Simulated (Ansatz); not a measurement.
# SiTe2S6: what a guessed cell relaxes into, part 2 of 3

Aim: relax a trial structure of SiTe2S6 and see where it ends.

Ansatz 0.2.0; DFT PBE, scalar-relativistic, plane waves, PAW.

### 3 A loose first relaxation

input.yaml reads:

```yaml
crystal:
  lattice:
    - [0.0, 4.6345096, 4.6345096]
    - [4.6345096, 0.0, 4.6345096]
    - [4.6345096, 4.6345096, 0.0]
  atoms:
    - { symbol: Si, position: [0.0, 0.0, 0.0] }
    - { symbol: Te, position: [0.25, 0.25, 0.25] }
    - { symbol: Te, position: [0.75, 0.75, 0.75] }
    - { symbol: S, position: [0.765, 0.235, 0.235] }
    - { symbol: S, position: [0.235, 0.765, 0.235] }
    - { symbol: S, position: [0.235, 0.765, 0.765] }
    - { symbol: S, position: [0.765, 0.235, 0.765] }
    - { symbol: S, position: [0.235, 0.235, 0.765] }
    - { symbol: S, position: [0.765, 0.765, 0.235] }
basis:
  ecutwfc: 420
kpoints:
  mp_grid: { grid: [4, 4, 4] }
hamiltonian:
  xc: pbe
scf:
  occupations: { method: gaussian, width: 0.1 }
  lower_state_search: "off"
output:
  forces: true
  stress: true
  eigenvalues: true
relax:
  adjacent_minimum: "off"
  f_tol: 0.04
  max_steps: 70
  cell: { stress_tol: 0.4 }
```

Started as:

```sh
$ ansatz run input.yaml --threads 1 --pin off --max-ram 2048MiB --backend cpu --events-out ev --progress --plain --runs-dir out
```

Standard output:

```text
Warning: RAYON_NUM_THREADS=1 ignored (pool sized by the plan → 1); use --threads N
Engine: ansatz 0.2.0, aarch64-unknown-linux-gnu
Pseudopotentials: kind: paw
Pseudopotential: Si, paw, valence charge 4, recommended cutoff 420 eV (normal), Si.paw.azcp
Pseudopotential: Te, paw, valence charge 16, recommended cutoff 420 eV (normal), Te.paw.azcp
Pseudopotential: S, paw, valence charge 6, recommended cutoff 420 eV (normal), S.paw.azcp
Functional definition: PBE
  parameter kappa = 0.804
  parameter beta = 0.06672455060314922
  exchange = pbe_x(kappa = kappa, mu = beta*pi^2/3)
  correlation = pbe_c(beta = beta)
Crystal: 9 atoms, lattice volume = 199.086 Å³
Basis set: ecut = 420 eV, 3839 PW (Γ), exchange–correlation on 90×90×90 points (8 copies of the dense FFT grid, shifted against one another)
Bands: 45, of which v1, the nominal top of the filled ones, is band 36 counted from 1 (35 counted from 0)
Symmetry: 48 space group operations
Space group: Fm-3m (ITA 225), of the structure as read, at distance tolerance 5.8e-5 Å
k-points: 8 of 64
Non-local potential: Si, projectors of the file, l = 0: 2, l = 1: 2, l = 2: 2
Non-local potential: Te, projectors of the file, l = 0: 2, l = 1: 2, l = 2: 2, l = 3: 2
Non-local potential: S, projectors of the file, l = 0: 2, l = 1: 2, l = 2: 2
PAW form: soft (Blöchl's): semilocal exchange-correlation on the pseudo side does not see the compensation charge
PAW one-centre angular grid: Si, 110 points (default); XC on 64 Gauss nodes
PAW one-centre angular grid: Te, 590 points (default); XC on 64 Gauss nodes
PAW one-centre angular grid: S, 110 points (default); XC on 64 Gauss nodes
Initial density: superposition of atomic densities (neutral atoms: chi_scale 0, normalization atom), corrected by the library's trained network
Initial wavefunctions: pseudopotential atomic-orbital guess
Functional: x = pbe(κ = 0.804, μ = 0.2195149727645171), c = pbe(β = 0.06672455060314922)
SCF iter   1: F=—  HF=-20004.155126 eV  |F-HF|=—  |Δ(HF+E_count)|=         —  Δρ=4.67e-3  dr2=8.95e-2  ethr=1.77e-3  ⟨swp⟩=11.0  Hψ=1831  notcnv=0
preconditioner: auto → Kerker (q_TF=auto, 2.303 Å⁻¹)  [metal: Δε(μ)=0.045 eV  Ē_g=8.027 eV  σ=0.100 eV  W_gap=0.24  n_scr=50 (ndim 8)  ℏωp=19.0 eV  f_vac=0.003  D(μ)=8.49/eV (n_scr^D=64)]
SCF iter   2: F=—  HF=-20004.144599 eV  |F-HF|=—  |Δ(HF+E_count)|=   1.05e-2  Δρ=2.65e-3  dr2=2.98e-2  ethr=1.24e-4  ⟨swp⟩=1.0  Hψ=424  notcnv=0  defer=1
SCF iter   3: F=—  HF=-20004.140611 eV  |F-HF|=—  |Δ(HF+E_count)|=   3.99e-3  Δρ=4.37e-4  dr2=7.20e-4  ethr=4.15e-5  ⟨swp⟩=1.8  Hψ=499  notcnv=0  defer=1
SCF iter   4: F=—  HF=-20004.140541 eV  |F-HF|=—  |Δ(HF+E_count)|=   7.01e-5  Δρ=1.84e-4  dr2=1.00e-4  ethr=1.00e-6  ⟨swp⟩=2.2  Hψ=550  notcnv=0  defer=1
SCF iter   5: F=—  HF=-20004.140718 eV  |F-HF|=—  |Δ(HF+E_count)|=   1.77e-4  Δρ=3.85e-5  dr2=6.13e-6  ethr=1.39e-7  ⟨swp⟩=2.0  Hψ=471  notcnv=0  defer=1
SCF iter   6: F=—  HF=-20004.140724 eV  |F-HF|=—  |Δ(HF+E_count)|=   5.13e-6  Δρ=1.46e-5  dr2=1.45e-6  ethr=8.51e-9  ⟨swp⟩=2.1  Hψ=509  notcnv=0  defer=1
SCF iter   7: F=—  HF=-20004.140725 eV  |F-HF|=—  |Δ(HF+E_count)|=   1.26e-6  Δρ=5.17e-6  dr2=1.54e-7  ethr=2.02e-9  ⟨swp⟩=2.0  Hψ=505  notcnv=0  defer=1
SCF iter   8: F=-20004.140725 eV  HF=-20004.140725 eV  |F-HF|=2.84e-10  |Δ(HF+E_count)|=   3.25e-8  Δρ=1.33e-6  dr2=5.77e-9  ethr=1.39e-10  ⟨swp⟩=11.8  Hψ=1671  notcnv=0
SCF 1 converged in 8 iterations: F = -20004.140725 eV  dr2 = 5.77e-9
relax step   1: F+E_penalty+E_count = -20004.14072487 eV  Δ(F+E_penalty+E_count) = +0.000e0 eV  max|allowed force component| = 9.457e-1 eV/Å  Δτ_max = 0.0000 Å  P = -2.451 GPa  Ω = 199.086 Å³  (8 SCF iters, dr2 threshold 1.00e-7 eV, accepted)
Crystal: 9 atoms, lattice volume = 171.445 Å³
Basis set: ecut = 420 eV, 3383 PW (Γ), exchange–correlation on 90×90×90 points (8 copies of the dense FFT grid, shifted against one another)
Initial density: handed on by an earlier stage of this run
Initial wavefunctions: those handed on with the density
iter 1 solved again at ethr=2.58e-4 eV; its pass at ethr=3.10e-3 eV (dr2=1.85e-1 eV) is discarded
SCF iter   1: F=—  HF=-20004.857467 eV  |F-HF|=—  |Δ(HF+E_count)|=         —  Δρ=9.07e-3  dr2=1.81e-1  ethr=2.58e-4  ⟨swp⟩=1.9  Hψ=1891  notcnv=0
preconditioner: auto → Kerker (q_TF=auto, 2.361 Å⁻¹)  [metal: Δε(μ)=0.051 eV  Ē_g=8.515 eV  σ=0.100 eV  W_gap=0.28  n_scr=26 (ndim 8)  ℏωp=20.5 eV  f_vac=0.000  D(μ)=8.68/eV (n_scr^D=64)]
SCF iter   2: F=—  HF=-20004.831217 eV  |F-HF|=—  |Δ(HF+E_count)|=   2.62e-2  Δρ=5.27e-3  dr2=6.83e-2  ethr=2.51e-4  ⟨swp⟩=1.0  Hψ=360  notcnv=0
SCF iter   3: F=—  HF=-20004.818087 eV  |F-HF|=—  |Δ(HF+E_count)|=   1.31e-2  Δρ=6.97e-4  dr2=1.05e-3  ethr=9.49e-5  ⟨swp⟩=2.1  Hψ=460  notcnv=0
SCF iter   4: F=—  HF=-20004.818247 eV  |F-HF|=—  |Δ(HF+E_count)|=   1.59e-4  Δρ=1.49e-4  dr2=9.42e-5  ethr=1.45e-6  ⟨swp⟩=2.1  Hψ=533  notcnv=0
SCF iter   5: F=—  HF=-20004.818296 eV  |F-HF|=—  |Δ(HF+E_count)|=   4.94e-5  Δρ=6.02e-5  dr2=1.77e-5  ethr=1.31e-7  ⟨swp⟩=2.5  Hψ=602  notcnv=0
SCF iter   6: F=—  HF=-20004.818300 eV  |F-HF|=—  |Δ(HF+E_count)|=   3.96e-6  Δρ=2.08e-5  dr2=1.73e-6  ethr=2.46e-8  ⟨swp⟩=2.0  Hψ=500  notcnv=0
SCF iter   7: F=-20004.818300 eV  HF=-20004.818300 eV  |F-HF|=2.88e-8  |Δ(HF+E_count)|=   4.04e-7  Δρ=5.13e-6  dr2=1.09e-7  ethr=1.25e-9  ⟨swp⟩=7.5  Hψ=1533  notcnv=0
SCF 2 converged in 7 iterations: F = -20004.818300 eV  dr2 = 1.09e-7
relax step   2: F+E_penalty+E_count = -20004.81830028 eV  Δ(F+E_penalty+E_count) = -6.776e-1 eV  max|allowed force component| = 2.081e-1 eV/Å  Δτ_max = 0.1437 Å  P = +1.396 GPa  Ω = 171.445 Å³  energy of the carried Pulay correction = +2.612e-3 eV  (7 SCF iters, dr2 threshold 9.00e-7 eV, accepted)
Crystal: 9 atoms, lattice volume = 173.837 Å³
Basis set: ecut = 420 eV, 3479 PW (Γ), exchange–correlation on 90×90×90 points (8 copies of the dense FFT grid, shifted against one another)
iter 1 solved again at ethr=6.23e-6 eV; its pass at ethr=3.10e-3 eV (dr2=4.49e-3 eV) is discarded
SCF iter   1: F=—  HF=-20004.831759 eV  |F-HF|=—  |Δ(HF+E_count)|=         —  Δρ=9.38e-4  dr2=4.72e-3  ethr=6.23e-6  ⟨swp⟩=2.0  Hψ=1691  notcnv=0
preconditioner: auto → Kerker (q_TF=auto, 2.356 Å⁻¹)  [metal: Δε(μ)=0.040 eV  Ē_g=8.418 eV  σ=0.100 eV  W_gap=0.22  n_scr=50 (ndim 8)  ℏωp=20.3 eV  f_vac=0.000  D(μ)=9.05/eV (n_scr^D=64)]
SCF iter   2: F=—  HF=-20004.831045 eV  |F-HF|=—  |Δ(HF+E_count)|=   7.14e-4  Δρ=5.62e-4  dr2=1.82e-3  ethr=6.23e-6  ⟨swp⟩=1.0  Hψ=360  notcnv=0
SCF iter   3: F=—  HF=-20004.830650 eV  |F-HF|=—  |Δ(HF+E_count)|=   3.95e-4  Δρ=8.42e-5  dr2=1.22e-5  ethr=2.53e-6  ⟨swp⟩=2.0  Hψ=478  notcnv=0
SCF iter   4: F=—  HF=-20004.830679 eV  |F-HF|=—  |Δ(HF+E_count)|=   2.86e-5  Δρ=1.70e-5  dr2=1.17e-6  ethr=1.69e-8  ⟨swp⟩=2.0  Hψ=566  notcnv=0
iter 5 did not close the SCF: its close was put off for the readings that it lacked (scf_convergence_deferred on its scf_iter line)
SCF iter   5: F=-20004.830679 eV  HF=-20004.830679 eV  |F-HF|=1.85e-8  |Δ(HF+E_count)|=   2.18e-7  Δρ=5.35e-6  dr2=7.19e-8  ethr=1.63e-9  ⟨swp⟩=2.0  Hψ=500  notcnv=0
SCF iter   6: F=-20004.830679 eV  HF=-20004.830679 eV  |F-HF|=3.17e-10  |Δ(HF+E_count)|=   3.76e-8  Δρ=1.02e-6  dr2=3.01e-9  ethr=9.98e-11  ⟨swp⟩=4.4  Hψ=1344  notcnv=0
SCF 3 converged in 6 iterations: F = -20004.830679 eV  dr2 = 3.01e-9
relax step   3: F+E_penalty+E_count = -20004.83067913 eV  Δ(F+E_penalty+E_count) = -1.238e-2 eV  max|allowed force component| = 9.520e-2 eV/Å  Δτ_max = 0.0006 Å  P = +0.238 GPa  Ω = 173.837 Å³  energy of the carried Pulay correction = +2.371e-3 eV  (6 SCF iters, dr2 threshold 9.00e-7 eV, accepted)
Crystal: 9 atoms, lattice volume = 173.645 Å³
iter 1 solved again at ethr=8.03e-7 eV; its pass at ethr=3.10e-3 eV (dr2=5.78e-4 eV) is discarded
SCF iter   1: F=—  HF=-20004.832834 eV  |F-HF|=—  |Δ(HF+E_count)|=         —  Δρ=5.34e-4  dr2=7.06e-4  ethr=8.03e-7  ⟨swp⟩=2.6  Hψ=1614  notcnv=0
preconditioner: auto → Kerker (q_TF=auto, 2.356 Å⁻¹)  [metal: Δε(μ)=0.040 eV  Ē_g=8.412 eV  σ=0.100 eV  W_gap=0.22  n_scr=50 (ndim 8)  ℏωp=20.3 eV  f_vac=0.000  D(μ)=9.18/eV (n_scr^D=64)]
SCF iter   2: F=—  HF=-20004.832718 eV  |F-HF|=—  |Δ(HF+E_count)|=   1.16e-4  Δρ=3.00e-4  dr2=2.46e-4  ethr=8.03e-7  ⟨swp⟩=1.4  Hψ=365  notcnv=0
SCF iter   3: F=—  HF=-20004.832688 eV  |F-HF|=—  |Δ(HF+E_count)|=   3.00e-5  Δρ=2.99e-5  dr2=3.89e-6  ethr=3.42e-7  ⟨swp⟩=2.0  Hψ=466  notcnv=0
iter 4 did not close the SCF: its close was put off for the readings that it lacked (scf_convergence_deferred on its scf_iter line)
SCF iter   4: F=-20004.832687 eV  HF=-20004.832687 eV  |F-HF|=1.33e-7  |Δ(HF+E_count)|=   1.60e-6  Δρ=1.13e-5  dr2=3.63e-7  ethr=5.41e-9  ⟨swp⟩=2.0  Hψ=558  notcnv=0
iter 5 did not close the SCF: its close was put off for the readings that it lacked (scf_convergence_deferred on its scf_iter line)
SCF iter   5: F=-20004.832687 eV  HF=-20004.832687 eV  |F-HF|=1.85e-8  |Δ(HF+E_count)|=   2.67e-8  Δρ=3.62e-6  dr2=6.17e-8  ethr=5.04e-10  ⟨swp⟩=2.1  Hψ=510  notcnv=0
SCF iter   6: F=-20004.832687 eV  HF=-20004.832687 eV  |F-HF|=1.49e-10  |Δ(HF+E_count)|=   3.06e-9  Δρ=1.28e-6  dr2=5.74e-9  ethr=8.57e-11  ⟨swp⟩=4.2  Hψ=1269  notcnv=0
SCF 4 converged in 6 iterations: F = -20004.832687 eV  dr2 = 5.74e-9
relax step   4: F+E_penalty+E_count = -20004.83268664 eV  Δ(F+E_penalty+E_count) = -2.008e-3 eV  max|allowed force component| = 4.079e-3 eV/Å  Δτ_max = 0.0082 Å  P = +0.013 GPa  Ω = 173.645 Å³  energy of the carried Pulay correction = +2.390e-3 eV  (6 SCF iters, dr2 threshold 5.66e-7 eV, accepted)
Initial wavefunctions: pseudopotential atomic-orbital guess (no wavefunctions were taken with the density)
iter 1 solved again at ethr=7.66e-7 eV; its pass at ethr=3.10e-3 eV (dr2=5.51e-4 eV) is discarded
SCF iter   1: F=—  HF=-20004.830655 eV  |F-HF|=—  |Δ(HF+E_count)|=         —  Δρ=7.64e-5  dr2=1.31e-6  ethr=7.66e-7  ⟨swp⟩=3.1  Hψ=2614  notcnv=0
eigensolver tolerance schedule: the retry pair's looser diagonalisation over-reported the residual by 418.96 of it (diagonalisation noise at 0.12 of the residual, at the tolerance the schedule requests for it); recorded, not acted on — ethr = c·dr2/N_el stays at c = 1.0e-1
preconditioner: auto → Kerker (q_TF=auto, 2.356 Å⁻¹)  [metal: Δε(μ)=0.043 eV  Ē_g=8.413 eV  σ=0.100 eV  W_gap=0.24  n_scr=50 (ndim 8)  ℏωp=20.3 eV  f_vac=0.000  D(μ)=9.18/eV (n_scr^D=88)]
SCF iter   2: F=—  HF=-20004.830690 eV  |F-HF|=—  |Δ(HF+E_count)|=   3.56e-5  Δρ=3.92e-5  dr2=3.51e-7  ethr=1.82e-9  ⟨swp⟩=2.8  Hψ=670  notcnv=0
SCF iter   3: F=—  HF=-20004.830692 eV  |F-HF|=—  |Δ(HF+E_count)|=   1.30e-6  Δρ=7.80e-6  dr2=2.81e-8  ethr=4.88e-10  ⟨swp⟩=2.0  Hψ=614  notcnv=0
iter 4 did not close the SCF: its close was put off for the readings that it lacked (scf_convergence_deferred on its scf_iter line)
SCF iter   4: F=-20004.830692 eV  HF=-20004.830692 eV  |F-HF|=2.47e-9  |Δ(HF+E_count)|=   4.05e-8  Δρ=1.06e-6  dr2=3.56e-9  ethr=3.90e-11  ⟨swp⟩=2.4  Hψ=604  notcnv=0
iter 5 did not close the SCF: its close was put off for the readings that it lacked (scf_convergence_deferred on its scf_iter line)
SCF iter   5: F=-20004.830692 eV  HF=-20004.830692 eV  |F-HF|=2.00e-10  |Δ(HF+E_count)|=  5.06e-10  Δρ=2.39e-7  dr2=3.18e-10  ethr=4.94e-12  ⟨swp⟩=1.0  Hψ=358  notcnv=0
SCF iter   6: F=-20004.830692 eV  HF=-20004.830692 eV  |F-HF|=1.46e-11  |Δ(HF+E_count)|=  1.46e-11  Δρ=8.29e-8  dr2=2.99e-11  ethr=1.00e-12  ⟨swp⟩=4.8  Hψ=1215  notcnv=0
SCF 5 converged in 6 iterations: F = -20004.830692 eV  dr2 = 2.99e-11
relax step   5: F+E_penalty+E_count = -20004.83069156 eV  Δ(F+E_penalty+E_count) = +1.995e-3 eV  max|allowed force component| = 3.960e-3 eV/Å  Δτ_max = 0.0000 Å  P = +0.008 GPa  Ω = 173.645 Å³  stress off target by 8.30e-3 GPa  SCF on the basis re-selected at this cell (its energy is not comparable with the rows above)  (6 SCF iters)
basis re-selected at this cell: Δ(F+E_penalty+E_count) = +1.995e-3 eV, ΔP = -0.004 GPa vs the last step (what re-selecting the basis moved, of the pressure what is left beyond the Pulay correction that the steps carried, after the strain that the cell walked since its last selection, with what the two solves' SCF thresholds leave and, on support functions, any second-order correction that the steps lacked; it is no measure of the basis error at this ecutwfc). This SCF's stress stands 8.30e-3 GPa from its target on what of the cell is left free (relax.cell.stress_tol is 4.00e-1 GPa) and its largest allowed force component is 3.96e-3 eV/Å (relax.f_tol is 4.00e-2 eV/Å): within both
SCF converged after 6 iterations
Free energy (F): -20004.830692 eV
Harris-Foulkes:  -20004.830692 eV  (|F-HF|=1.46e-11)
Internal energy: -20004.784789 eV  (E = F + TS)
E sigma→0 (E₀):  -20004.807740 eV
Entropy (-TS):   -0.045902 eV (-5.100 meV/atom)
Fermi energy:    8.761372 eV
--- Per-component energies (eV) ---
  E_band       = -421.616137
  E_kinetic    = 1037.083907
  E_local      = -2901.938443  (includes V_loc(G=0)·N_el)
  E_nonlocal   = -424.082032
  E_hartree    = 1716.249515
  E_xc         = -883.111821
  E_vxc        = -775.641113  (∫ρ·V_xc dr)
  E_paw        = -13437.075473  (= ΣΔE_a)
  E_vpaw       = -789.536917  (= ΣTr[D̂ρ^β])
  E_aug_tail   = -0.000374  (compensation charges beyond the density's cutoff)
  E_ewald      = -5111.910068
  E_smearing   = -0.045902  (= −TS)
  E_closure    = 0.000000  (closes the sum)
  Σ components = -20004.830692   (vs F -20004.830692, Δ=0.00e0)
--- Forces (eV/Å), atoms counted from 1 ---
  atom   1  Si    -0.00000000     0.00000000    -0.00000000
  atom   2  Te    -0.00000000     0.00000000     0.00000000
  atom   3  Te     0.00000000    -0.00000000    -0.00000000
  atom   4  S     -0.00395951     0.00000000    -0.00000000
  atom   5  S     -0.00000000    -0.00395951    -0.00000000
  atom   6  S      0.00395951     0.00000000     0.00000000
  atom   7  S      0.00000000     0.00395951     0.00000000
  atom   8  S      0.00000000     0.00000000    -0.00395951
  atom   9  S     -0.00000000     0.00000000     0.00395951
  max |Σ_I F_I| component: 2.46e-17 eV/Å
--- Stress (GPa, compression-positive) ---
        0.008302       0.000000       0.000000
        0.000000       0.008302       0.000000
        0.000000       0.000000       0.008302
  P = ⅓ Tr σ = 0.0083 GPa (0.083 kbar)
--- Band table (eV; the first three rows and the last of 8) ---
  k-point 0: bands = ["-28.9296", "-28.9296", "-28.9283", "-28.9283", "-28.9268", "-28.9268", "-28.9268", "-28.9264", "-28.9264", "-28.9264", "-6.5450", "-3.6379", "-3.6379", "-3.6379", "-2.4925", "-2.4925", "-2.1302", "-1.6182", "0.9251", "2.7059", "2.7059", "2.7059", "2.9929", "2.9929", "2.9929", "7.1735", "7.1735", "7.1735", "7.6685", "7.6685", "7.6685", "8.5566", "8.5566", "9.5221", "9.5221", "9.5221", "10.7969", "11.1864", "11.1864", "11.1864", "11.3864", "11.3864", "11.3864", "13.6225", "13.6225"]
  k-point 1: bands = ["-28.9294", "-28.9294", "-28.9285", "-28.9285", "-28.9267", "-28.9267", "-28.9267", "-28.9264", "-28.9264", "-28.9264", "-6.2943", "-4.2252", "-3.5554", "-3.5554", "-2.7102", "-2.7102", "-2.2432", "-1.7027", "1.2847", "3.0984", "3.0984", "3.3441", "3.5522", "3.5522", "3.8738", "6.4504", "6.4756", "6.4756", "7.4865", "7.4865", "7.8798", "7.9652", "7.9652", "9.0732", "9.0732", "9.1689", "9.5721", "9.8321", "10.8943", "10.8943", "11.1629", "11.1629", "11.7077", "14.1623", "14.1623"]
  k-point 2: bands = ["-28.9289", "-28.9289", "-28.9289", "-28.9289", "-28.9266", "-28.9266", "-28.9266", "-28.9266", "-28.9266", "-28.9266", "-5.8410", "-4.9666", "-3.4104", "-3.4104", "-2.9791", "-2.9791", "-2.2612", "-1.8727", "1.9845", "3.0855", "3.9081", "3.9081", "4.0641", "4.0641", "5.6569", "5.6569", "6.1445", "6.5591", "6.5591", "6.6193", "7.4662", "7.6857", "8.1591", "8.1591", "8.3998", "8.5168", "8.5404", "8.5404", "10.7382", "10.7382", "10.9404", "10.9404", "12.5130", "13.7006", "15.0507"]
  k-point 7: bands = ["-28.9293", "-28.9293", "-28.9286", "-28.9286", "-28.9267", "-28.9267", "-28.9266", "-28.9266", "-28.9264", "-28.9264", "-5.5498", "-4.3318", "-4.3318", "-4.3249", "-2.9423", "-2.7768", "-1.8914", "-1.8914", "2.2384", "3.9517", "4.3724", "4.3724", "4.6989", "4.6989", "5.3462", "5.6355", "5.7109", "5.8085", "6.5889", "6.5889", "7.1603", "7.3973", "7.3973", "7.7263", "8.2259", "8.2259", "8.5968", "8.7131", "9.4500", "9.7872", "10.2341", "10.2341", "13.8881", "15.6884", "15.8184"]
--- Relaxed structure (4 steps of the walk, 4 accepted, 1 SCFs on fresh bases) ---
  F+E_penalty+E_count = -20004.83069156 eV   max|allowed force component| = 3.960e-3 eV/Å   (the final SCF, on the basis selected at the relaxed cell)
  cell:  # Å, volume = 173.6447 Å³
    - [1.0190744065791185e-34, 4.4280299666052265, 4.4280299666052265]
    - [4.4280299666052265, -2.2674405546385374e-33, 4.4280299666052265]
    - [4.4280299666052265, 4.4280299666052265, -1.452181029375243e-33]
  atoms:
    - { symbol: Si, position: [-3.3661521799384917e-19, 3.3401587268115513e-19, 3.340158726811554e-19] }
    - { symbol: Te, position: [0.24999999999999997, 0.24999999999999997, 0.24999999999999997] }
    - { symbol: Te, position: [0.7499999999999999, 0.7499999999999999, 0.7499999999999999] }
    - { symbol: S, position: [0.7485397513950391, 0.2514602486049607, 0.2514602486049607] }
    - { symbol: S, position: [0.2514602486049607, 0.7485397513950391, 0.2514602486049607] }
    - { symbol: S, position: [0.25146024860496063, 0.7485397513950393, 0.7485397513950391] }
    - { symbol: S, position: [0.7485397513950393, 0.25146024860496063, 0.7485397513950391] }
    - { symbol: S, position: [0.2514602486049607, 0.2514602486049607, 0.7485397513950391] }
    - { symbol: S, position: [0.7485397513950393, 0.7485397513950393, 0.25146024860496063] }
```

Run time: 20 s. Hardware: 1 thread of Arm Neoverse V2, shared host; peak memory 0.45 GiB.

Step by step:

| step | energy from step 1 (eV/cell) | largest force component (eV/Å) | pressure (GPa) | volume (Å³) |
| --- | --- | --- | --- | --- |
| 1 | 0.0000 | 0.9457 | -2.45 | 199.09 |
| 2 | -0.6776 | 0.2081 | 1.40 | 171.44 |
| 3 | -0.6900 | 0.0952 | 0.24 | 173.84 |
| 4 | -0.6920 | 0.0041 | 0.01 | 173.64 |
| 5 | -0.6900 | 0.0040 | 0.01 | 173.64 |

Step 1 is the start. Step 5 repeats the geometry before it on a plane-wave basis chosen anew for that cell, so its energy need not be comparable with the rows above.

Lengths and angles in the start's conventional setting:

|  | before | after | change |
| --- | --- | --- | --- |
| a (Å) | 9.269 | 8.856 | -4.5 % |
| b (Å) | 9.269 | 8.856 | -4.5 % |
| c (Å) | 9.269 | 8.856 | -4.5 % |
| volume (Å³/atom) | 22.12 | 19.29 | -12.8 % |
| shortest distance (Å) | 2.178 | 2.227 | +2.2 % |
| space group (0.01 Å) | Fm-3m | Fm-3m | same |

The run keeps the 48 symmetry operations of the start, so it could not have lowered the symmetry.

[end of part 2 of 3]
